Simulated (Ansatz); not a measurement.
This script for a ladder of methods at one geometry of CH5FOSi2, SMILES FC1O[SiH]1[SiH3] with Ansatz 0.2.0 through its Python package holds a mistake.

Script `ch5fosi2_methods.py`:
```python
# -*- coding: utf-8 -*-
"""One geometry of CH5FOSi2, method by method."""

from dataclasses import dataclass
from pathlib import Path

import ansatz
import numpy as np


@dataclass
class Options:
    basis: str = "cc-pVDZ"
    charge: float = 0.5


opts = Options()

geometry_ang = [
    ("F", [-1.9463, -0.7134, 1.0557]),
    ("C", [-1.5286, 0.6017, 0.7805]),
    ("O", [-0.3527, 0.9971, 1.4137]),
    ("Si", [0.0701, 0.84, -0.1923]),
    ("Si", [1.229, -1.0017, -0.6698]),
    ("H", [-2.3403, 1.3239, 0.7039]),
    ("H", [0.303, 2.1668, -0.7834]),
    ("H", [1.3227, -1.2013, -2.1302]),
    ("H", [0.6889, -2.2246, -0.0063]),
    ("H", [2.6373, -0.8397, -0.169]),
]
ch5fosi2 = ansatz.Crystal.molecule()
for symbol, xyz in geometry_ang:
    ch5fosi2 = ch5fosi2.atom(symbol, xyz)

model = ch5fosi2.calculation()
model = model.basis(gaussian=opts.basis)
model = model.charge(opts.charge)

print("functional    E (Ha)        dipole (D)   HOMO (eV)  LUMO (eV)")
for name in ["b3lyp", "lda", "cam_b3lyp", "lc_wpbe", "pbe0", "pbe"]:
    data = model.functional(name).forces().orbitals().run(threads=1, backend="cpu", runs_dir="runs").report
    lines = Path(data["orbitals_path"]).read_text().splitlines()
    field_of = lambda key: [line.split("=")[1].strip() for line in lines if line.startswith(key)]
    orbitals = [(27.211386 * float(e), s, float(n)) for e, s, n in zip(field_of("Ene="), field_of("Spin="), field_of("Occup="))]
    homo = max(e for e, _, n in orbitals if n > 0.5)
    lumo = min(e for e, _, n in orbitals if n < 0.5)
    dipole = 4.803205 * np.linalg.norm(data["charge_distribution"]["dipole_moment_e_ang"])
    print(f"{name:10s} {data['free_energy_ev'] / 27.211386246:14.6f} {dipole:9.3f} {homo:11.3f} {lumo:10.3f}")
```

Output of `python ch5fosi2_methods.py`:
```text
functional    E (Ha)        dipole (D)   HOMO (eV)  LUMO (eV)
Traceback (most recent call last):
  File "ch5fosi2_methods.py", line 41, in <module>
    data = model.functional(name).forces().orbitals().run(threads=1, backend="cpu", runs_dir="runs").report
           ~~~~~~~~~~~~~~~~~~~~~~~~~~~~~~~~~~~~~~~~~~~~~~^^^^^^^^^^^^^^^^^^^^^^^^^^^^^^^^^^^^^^^^^^^
  ...
ansatz.RefusalError: invalid value for `total_charge`: a molecule in open space takes a whole number
```
(Library frames cut from the traceback.)

Why does it end like this?

The fault: a molecule's charge must be whole. Mended:

```diff
--- before
+++ after
@@ -13,3 +13,2 @@
     basis: str = "cc-pVDZ"
-    charge: float = 0.5
 
@@ -34,5 +33,3 @@
 
-model = ch5fosi2.calculation()
-model = model.basis(gaussian=opts.basis)
-model = model.charge(opts.charge)
+model = ch5fosi2.calculation().basis(gaussian=opts.basis)
```

The mended script runs so:

Running `python ch5fosi2_methods.py` prints:
```text
functional    E (Ha)        dipole (D)   HOMO (eV)  LUMO (eV)
b3lyp         -795.155764     2.152      -6.670     -1.132
lda           -791.239581     1.862      -5.784     -1.869
cam_b3lyp     -795.050516     2.316      -8.188      0.125
lc_wpbe       -794.804452     2.357      -9.509      1.173
pbe0          -794.655112     2.166      -6.928     -0.982
pbe           -794.594842     1.794      -5.659     -1.725
```

Reading the output:
- Total energies depend on the basis set; only differences at equal settings carry meaning.
- The geometry is a force-field or estimated start, not a minimum of this method, and the basis set is short of its limit. A lower total doesn't mark the better method: functionals have no common bound, and MP2 and coupled cluster aren't variational.
- b3lyp holds the VWN-RPA fit, as in Gaussian; the form of ORCA and Turbomole is b3lyp5.
- Levels such as HOMO and LUMO are orbital energies: with these approximate functionals they aren't the ionisation energy and electron affinity, and their gap isn't the fundamental gap.
- For Al to Cl the sets with a tight d function, cc-pV(X+d)Z, are usual.
- Hardware and time: 27 s on 1 thread of Arm Neoverse V1, with other jobs on the host, peak memory 0.32 GiB.
